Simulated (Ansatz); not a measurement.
Born–Oppenheimer molecular dynamics of a periodic cell of 14 atoms, InAg3P2O8 (host InAg3P2O8, host structure C2/m). It goes on from the last frame of an earlier run, with new velocities.

These are results of Ansatz 0.2.0, DFT PBEsol, scalar-relativistic, plane waves, PAW, not measurements. Settings: accuracy low, cutoff 420 eV, k mesh 2x2x1, fermi-dirac smearing 0.05 eV, no spin polarisation.

- ensemble: NVE (velocity Verlet)
- time step: 1 fs
- steps asked: 220
- starting velocities drawn for: 1950 K
- seed: 371187

Frames 10 fs apart, positions in Å, forces in eV/Å.

Velocities at 30.0 fs (Å/ps):

```
In -0.46 4.45 -0.92
Ag 0.49 2.57 1.39
Ag 5.02 -2.00 3.51
Ag 5.17 -3.36 -1.28
P -5.55 -8.31 0.88
P -8.11 -4.55 -1.45
O 1.33 8.18 2.19
O -2.27 -0.57 -3.36
O -2.11 3.52 -17.62
O -12.69 -5.55 -5.92
O -23.72 -10.40 5.10
O 5.70 -2.71 -3.59
O 2.62 -1.16 -2.57
O -11.15 20.48 9.04
```

```xyz
14
Lattice="4.4645 -2.8330 0.0000 4.4645 2.8330 0.0000 -0.5506 0.0000 7.5117" Properties=species:S:1:pos:R:3:forces:R:3 time_fs=30.0 energy_less_start_eV=0.661 T=1558
In 0.055 -0.008 0.233 -0.62 -0.67 -0.43
Ag 2.721 0.364 2.609 0.99 -0.73 -0.20
Ag 6.004 -0.446 5.588 -0.56 0.48 -0.35
Ag 0.316 -0.559 3.343 -0.15 0.79 1.96
P 5.755 -0.296 1.933 0.52 1.27 -7.30
P 2.668 -0.039 6.225 -0.92 -0.33 -1.84
O 2.129 0.021 4.739 -0.18 -0.36 0.88
O 7.035 -0.432 0.928 -2.57 0.42 -0.01
O 3.455 1.265 6.415 1.25 0.49 -0.30
O 4.972 1.042 1.724 0.08 -0.22 -1.37
O 1.488 0.002 7.198 0.37 -1.01 0.45
O 3.617 -1.267 6.309 -0.15 0.02 0.27
O 4.691 -1.390 1.703 -0.37 -0.31 0.31
O 6.408 -0.353 3.181 2.30 0.17 7.93
14
Lattice="4.4645 -2.8330 0.0000 4.4645 2.8330 0.0000 -0.5506 0.0000 7.5117" Properties=species:S:1:pos:R:3:forces:R:3 time_fs=40.0 energy_less_start_eV=0.819 T=1463
In 0.044 0.031 0.221 -2.97 -1.87 -0.77
Ag 2.730 0.387 2.622 0.82 -0.20 0.05
Ag 6.051 -0.464 5.622 -0.99 0.93 -0.29
Ag 0.367 -0.590 3.339 -0.09 0.18 1.44
P 5.734 -0.341 1.879 2.52 3.71 2.57
P 2.579 -0.082 6.199 1.14 0.87 0.80
O 2.122 0.082 4.767 -1.58 -1.24 -1.42
O 6.938 -0.429 0.903 -0.92 0.09 0.02
O 3.453 1.293 6.248 -0.18 -1.03 1.50
O 4.849 0.975 1.629 0.30 -0.35 -0.63
O 1.336 -0.130 7.226 5.38 -0.70 -1.87
O 3.649 -1.275 6.283 -1.66 1.20 0.40
O 4.691 -1.429 1.691 -0.66 -0.82 1.05
O 6.324 -0.149 3.400 -1.10 -0.78 -2.85
14
Lattice="4.4645 -2.8330 0.0000 4.4645 2.8330 0.0000 -0.5506 0.0000 7.5117" Properties=species:S:1:pos:R:3:forces:R:3 time_fs=50.0 energy_less_start_eV=0.873 T=1432
In 0.012 0.056 0.203 -0.83 -1.90 -1.54
Ag 2.747 0.408 2.635 0.88 -0.14 0.12
Ag 6.089 -0.472 5.653 -1.29 1.09 -0.16
Ag 0.417 -0.619 3.347 -0.35 -0.10 0.81
P 5.759 -0.285 1.883 -3.36 1.32 4.62
P 2.526 -0.099 6.181 3.67 1.68 -2.60
O 2.031 0.073 4.730 -0.97 -1.00 -0.44
O 6.809 -0.421 0.859 2.42 -0.14 -1.63
O 3.447 1.269 6.164 -0.22 -0.55 1.86
O 4.744 0.893 1.497 0.30 0.48 0.15
O 1.442 -0.301 7.172 -0.91 -0.12 1.65
O 3.596 -1.225 6.280 -0.04 -0.48 0.26
O 4.667 -1.502 1.741 1.39 0.90 1.59
O 6.198 0.015 3.505 -0.68 -1.05 -4.70
14
Lattice="4.4645 -2.8330 0.0000 4.4645 2.8330 0.0000 -0.5506 0.0000 7.5117" Properties=species:S:1:pos:R:3:forces:R:3 time_fs=60.0 energy_less_start_eV=0.848 T=1445
In -0.028 0.065 0.174 0.29 -1.01 -0.05
Ag 2.771 0.429 2.650 0.89 0.02 -0.35
Ag 6.116 -0.472 5.682 -1.51 1.23 -0.26
Ag 0.464 -0.649 3.362 -1.66 0.04 -0.30
P 5.708 -0.191 1.991 -1.98 -2.29 -7.35
P 2.562 -0.068 6.103 -1.01 -0.35 -0.17
O 1.891 0.010 4.670 1.30 0.19 1.67
O 6.779 -0.415 0.761 -0.56 0.43 2.37
O 3.430 1.216 6.182 0.42 0.67 0.52
O 4.657 0.837 1.373 0.19 0.91 0.80
O 1.535 -0.476 7.185 -1.52 1.38 0.20
O 3.548 -1.206 6.287 2.15 -1.84 -0.80
O 4.715 -1.533 1.880 1.32 0.53 0.61
O 6.038 0.120 3.369 1.67 0.09 3.10
14
Lattice="4.4645 -2.8330 0.0000 4.4645 2.8330 0.0000 -0.5506 0.0000 7.5117" Properties=species:S:1:pos:R:3:forces:R:3 time_fs=70.0 energy_less_start_eV=1.191 T=1241
In -0.066 0.066 0.143 0.77 -0.83 0.90
Ag 2.804 0.449 2.661 0.45 0.07 -0.31
Ag 6.129 -0.460 5.709 -1.58 1.28 -0.39
Ag 0.495 -0.678 3.374 -2.53 0.19 -0.91
P 5.600 -0.157 1.919 1.18 -1.30 -2.07
P 2.586 -0.055 6.018 -1.29 -3.64 4.33
O 1.822 -0.043 4.699 2.11 1.01 1.08
O 6.733 -0.387 0.780 -0.38 0.38 1.74
O 3.438 1.197 6.236 0.40 0.49 -0.37
O 4.578 0.833 1.292 -0.38 0.80 0.45
O 1.537 -0.573 7.219 0.14 2.21 -1.68
O 3.603 -1.272 6.248 0.36 0.69 -1.49
O 4.834 -1.536 2.051 -0.32 -0.72 -1.12
O 5.964 0.223 3.358 1.07 -0.65 -0.16
14
Lattice="4.4645 -2.8330 0.0000 4.4645 2.8330 0.0000 -0.5506 0.0000 7.5117" Properties=species:S:1:pos:R:3:forces:R:3 time_fs=80.0 energy_less_start_eV=1.641 T=974
In -0.098 0.059 0.120 0.71 -0.91 0.49
Ag 2.840 0.469 2.670 -0.11 -0.10 0.38
Ag 6.129 -0.438 5.733 -1.21 0.89 -0.78
Ag 0.506 -0.706 3.380 -1.76 0.58 -0.14
P 5.509 -0.166 1.764 0.34 0.87 5.90
P 2.579 -0.137 6.060 1.75 -0.40 3.78
O 1.863 -0.041 4.774 0.53 0.92 -1.65
O 6.681 -0.338 0.885 2.48 -0.01 -1.97
O 3.462 1.201 6.270 -0.85 -1.11 -0.52
O 4.482 0.872 1.240 0.05 -0.34 0.19
O 1.541 -0.546 7.166 0.04 0.98 0.04
O 3.688 -1.312 6.130 -0.36 0.68 -0.13
O 4.938 -1.575 2.159 -1.34 -0.56 -2.29
O 5.963 0.298 3.389 -0.26 -1.50 -3.29
14
Lattice="4.4645 -2.8330 0.0000 4.4645 2.8330 0.0000 -0.5506 0.0000 7.5117" Properties=species:S:1:pos:R:3:forces:R:3 time_fs=90.0 energy_less_start_eV=1.495 T=1061
In -0.124 0.045 0.100 0.47 -0.88 0.42
Ag 2.875 0.489 2.683 -0.58 -0.21 0.97
Ag 6.117 -0.407 5.750 -0.87 0.39 -0.77
Ag 0.500 -0.728 3.384 -0.96 1.03 0.82
P 5.446 -0.156 1.764 2.69 0.13 3.00
P 2.622 -0.228 6.188 1.88 2.99 -4.50
O 1.951 0.012 4.782 0.75 0.01 0.18
O 6.734 -0.284 0.908 -0.55 0.20 -0.84
O 3.446 1.149 6.279 -0.12 -0.32 0.26
O 4.392 0.891 1.201 1.15 -1.51 0.52
O 1.526 -0.466 7.133 -1.82 -0.72 2.80
O 3.755 -1.317 6.005 -0.45 -0.56 1.51
O 4.966 -1.643 2.131 -1.21 0.48 -2.83
O 5.949 0.286 3.237 -0.38 -1.04 -1.53
14
Lattice="4.4645 -2.8330 0.0000 4.4645 2.8330 0.0000 -0.5506 0.0000 7.5117" Properties=species:S:1:pos:R:3:forces:R:3 time_fs=100.0 energy_less_start_eV=1.893 T=826
In -0.146 0.023 0.085 0.64 -0.94 0.76
Ag 2.905 0.507 2.703 -0.89 -0.30 0.91
Ag 6.098 -0.373 5.760 -0.75 0.19 -0.38
Ag 0.486 -0.741 3.396 -0.32 1.44 1.12
P 5.444 -0.152 1.821 0.34 -3.45 -9.00
P 2.699 -0.242 6.214 -3.48 1.37 -2.04
O 2.074 0.066 4.785 -0.64 -0.81 -0.55
O 6.775 -0.222 0.870 -1.73 -0.07 -0.16
O 3.429 1.089 6.302 1.60 1.94 0.94
O 4.366 0.827 1.194 1.05 -1.05 0.71
O 1.452 -0.416 7.220 2.55 -0.37 -1.21
O 3.793 -1.351 5.965 -0.78 -0.63 1.80
O 4.924 -1.686 1.942 -0.48 0.90 -1.52
O 5.939 0.232 3.063 2.88 1.77 8.61
14
Lattice="4.4645 -2.8330 0.0000 4.4645 2.8330 0.0000 -0.5506 0.0000 7.5117" Properties=species:S:1:pos:R:3:forces:R:3 time_fs=110.0 energy_less_start_eV=0.719 T=1522
In -0.163 -0.007 0.075 0.75 -1.31 0.11
Ag 2.927 0.522 2.732 -0.82 -0.38 0.73
Ag 6.072 -0.337 5.766 -0.76 0.17 -0.67
Ag 0.469 -0.741 3.417 0.07 1.00 0.72
P 5.488 -0.224 1.710 2.48 -0.34 2.72
P 2.691 -0.209 6.175 -1.11 0.63 0.46
O 2.165 0.077 4.758 -1.08 -0.50 -0.97
O 6.724 -0.164 0.819 0.41 -0.32 -0.93
O 3.491 1.119 6.373 0.46 0.17 -0.19
O 4.392 0.711 1.222 -0.49 1.19 0.11
O 1.504 -0.389 7.252 2.24 -0.13 -1.99
O 3.782 -1.412 6.027 -1.51 1.11 0.92
O 4.855 -1.680 1.668 0.52 0.48 1.11
O 6.029 0.223 3.208 -1.15 -1.76 -2.13
14
Lattice="4.4645 -2.8330 0.0000 4.4645 2.8330 0.0000 -0.5506 0.0000 7.5117" Properties=species:S:1:pos:R:3:forces:R:3 time_fs=120.0 energy_less_start_eV=1.319 T=1167
In -0.173 -0.048 0.067 0.76 -1.72 -0.27
Ag 2.943 0.534 2.767 -0.29 -0.33 0.19
Ag 6.039 -0.299 5.766 -0.82 0.14 -0.87
Ag 0.453 -0.733 3.444 0.25 0.40 0.43
P 5.583 -0.310 1.653 -1.28 1.76 4.24
P 2.656 -0.155 6.137 4.21 0.87 -1.22
O 2.195 0.059 4.682 -0.76 -0.04 0.26
O 6.704 -0.121 0.705 1.69 -0.19 -1.25
O 3.582 1.162 6.427 -0.88 -1.86 -2.19
O 4.406 0.652 1.267 0.43 1.38 0.85
O 1.665 -0.371 7.188 -2.96 -0.12 1.49
O 3.687 -1.412 6.140 -0.67 1.59 -0.88
O 4.816 -1.644 1.456 1.35 -0.07 2.84
O 6.074 0.129 3.283 -1.04 -1.82 -3.60
14
Lattice="4.4645 -2.8330 0.0000 4.4645 2.8330 0.0000 -0.5506 0.0000 7.5117" Properties=species:S:1:pos:R:3:forces:R:3 time_fs=130.0 energy_less_start_eV=0.794 T=1477
In -0.176 -0.103 0.056 1.83 -0.83 -0.03
Ag 2.955 0.543 2.804 0.20 -0.36 -0.52
Ag 5.999 -0.260 5.759 -0.86 0.17 -0.71
Ag 0.438 -0.721 3.475 0.29 0.23 0.24
P 5.655 -0.344 1.708 -0.58 2.12 -2.37
P 2.716 -0.079 6.080 -1.54 -0.99 1.19
O 2.178 0.037 4.616 -0.65 0.21 0.96
O 6.754 -0.096 0.542 -1.96 -0.69 2.32
O 3.633 1.115 6.363 0.56 0.54 -1.63
O 4.443 0.677 1.356 1.13 1.32 0.49
O 1.690 -0.351 7.174 -2.08 1.27 -0.48
O 3.564 -1.337 6.206 2.09 -1.52 -1.51
O 4.853 -1.616 1.403 1.08 -0.91 2.23
O 6.061 -0.071 3.158 0.48 -0.58 -0.18
14
Lattice="4.4645 -2.8330 0.0000 4.4645 2.8330 0.0000 -0.5506 0.0000 7.5117" Properties=species:S:1:pos:R:3:forces:R:3 time_fs=140.0 energy_less_start_eV=0.293 T=1774
In -0.165 -0.164 0.045 1.99 0.50 0.54
Ag 2.970 0.549 2.836 0.30 -0.52 -0.70
Ag 5.951 -0.219 5.746 -0.70 0.10 -0.82
Ag 0.426 -0.707 3.509 0.24 0.20 0.16
P 5.697 -0.320 1.677 -2.04 0.39 -3.90
P 2.741 -0.037 6.047 -4.26 -3.00 1.78
O 2.123 0.027 4.608 -0.27 0.29 1.22
O 6.715 -0.106 0.495 -0.35 -0.10 1.33
O 3.718 1.101 6.205 0.82 1.58 -0.31
O 4.542 0.781 1.472 0.62 1.05 -0.51
O 1.589 -0.264 7.147 0.83 1.46 -1.84
O 3.546 -1.334 6.188 1.30 -1.24 -0.79
O 4.948 -1.642 1.476 -0.48 -1.64 0.08
O 6.093 -0.300 3.075 2.00 0.93 3.74
```

Of the whole run (220 fs, mean temperature of the second half 1445 K): The conserved energy stayed within 0.39 meV per atom of its start (net change 0.16 meV per atom), so the integration is sound. A run of 0.22 ps of so small a system gives no equilibrium averages. Limits of this set-up: coarse k mesh, low accuracy level.

The run took 9.2 min on 1 thread of Arm Neoverse V2 (shared host), peak memory 0.5 GiB.
